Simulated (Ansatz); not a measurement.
Runs of Ansatz 0.2.0 on Hf2Pd2Se2Br2O3. The structure is monoclinic, space group Cm (No. 8). Conventional cell: a = 15.354 Å, b = 3.419 Å, c = 13.208 Å, α = 90.00°, β = 107.63°, γ = 90.00°. Around Hf (site symmetry m) lie 3 O at 1.97 to 2.13 Å. Hf (site symmetry m) is surrounded by 3 O at 1.87 to 2.09 Å. Pd (site symmetry m) has 2 O at 2.23 Å and 2 Se at 2.41 Å as nearest neighbours. Pd (site symmetry m) is surrounded by 4 Se at 2.42 to 2.60 Å. Se (site symmetry m) has 2 Pd at 2.42 Å and 1 Hf at 2.76 Å as nearest neighbours. Around Se (site symmetry m) lie 4 Pd at 2.41 to 2.60 Å. Br (site symmetry m) is surrounded by 3 Hf at 2.82 to 3.06 Å and 3 O at 3.21 to 3.22 Å. Br (site symmetry m) is surrounded by 2 Hf at 2.73 Å. The cell was built by a generator and needn't be a form met in nature.

| task | level | potentials or basis | U | cell | k mesh | cutoff (eV) | points for each segment of the path | hubbard projectors | double counting | gap on the mesh (eV) | pressure (GPa) | largest force (eV/Å) |
| --- | --- | --- | --- | --- | --- | --- | --- | --- | --- | --- | --- | --- |
| band structure | r2SCAN | Ansatz PAW | - | as given | 8 × 8 × 2 | 500 | 10 | - | - | 0.99 | (a) | 0.52 |
| single point | PBE | SPMS NC | - | as given | 8 × 8 × 2 | 1034 | - | - | - | 0.82 | -0.2 | 0.30 |
| projected density of states | PBE+U | Ansatz PAW | Hf d U = 6 eV, Pd d U = 6 eV | as given | 8 × 8 × 2 | 420 | - | ortho-atomic (the default) | fll (the default) | 1.27 | 2.1 | 0.56 |
| projected density of states | PBE+U | Ansatz PAW | Hf d U = 2 eV, Pd d U = 2 eV | as given | 8 × 8 × 2 | 420 | - | ortho-atomic (the default) | fll (the default) | 1.06 | (b) | 0.18 |
| band structure | PBEsol | Ansatz PAW | - | as given | 8 × 8 × 2 | 420 | 10 | - | - | (c) | -2.5 | 0.35 |
| projected density of states | PBE+U | Ansatz PAW | Hf d U = 8 eV, Pd d U = 8 eV | as given | 8 × 8 × 2 | 420 | - | ortho-atomic (the default) | fll (the default) | 1.29 | 3.0 | (d) |
| relaxation of cell and atoms | BLYP | Ansatz PAW | - | relaxed | 6 × 6 × 2 | 420 | - | - | - | 0.76 | 0.0 | - |
| projected density of states | PBE+U | Ansatz PAW | Hf d U = 4 eV, Pd d U = 4 eV | as given | 8 × 8 × 2 | 420 | - | ortho-atomic (the default) | fll (the default) | 1.20 | 1.3 | 0.37 |

Alike in all rows: no spin polarisation; smearing fermi-dirac 0.05 eV.

Fill in the values left out.

(a) -1.5; (b) 0.6; (c) 0.81; (d) 0.76.

Caveats: spin-orbit coupling is left out, which moves the levels of the heavy elements; the density of states is complete only up to the lowest level of the last band computed (some runs); the PAW data sets come from PBE, with cores solved anew for the run's functional, which leaves a small shift of forces and pressure (some runs); the k mesh misses the band edges, so the gap on the mesh is wider than the one along the path (some runs); the plane-wave basis is chosen anew once the cell has moved, so the energies of steps on either side of that aren't comparable (some runs).

A k mesh can miss the band edges, and the runs leave out spin-orbit coupling on Br, Hf, Pd, Se.

The runs don't all hold the same shells in valence.
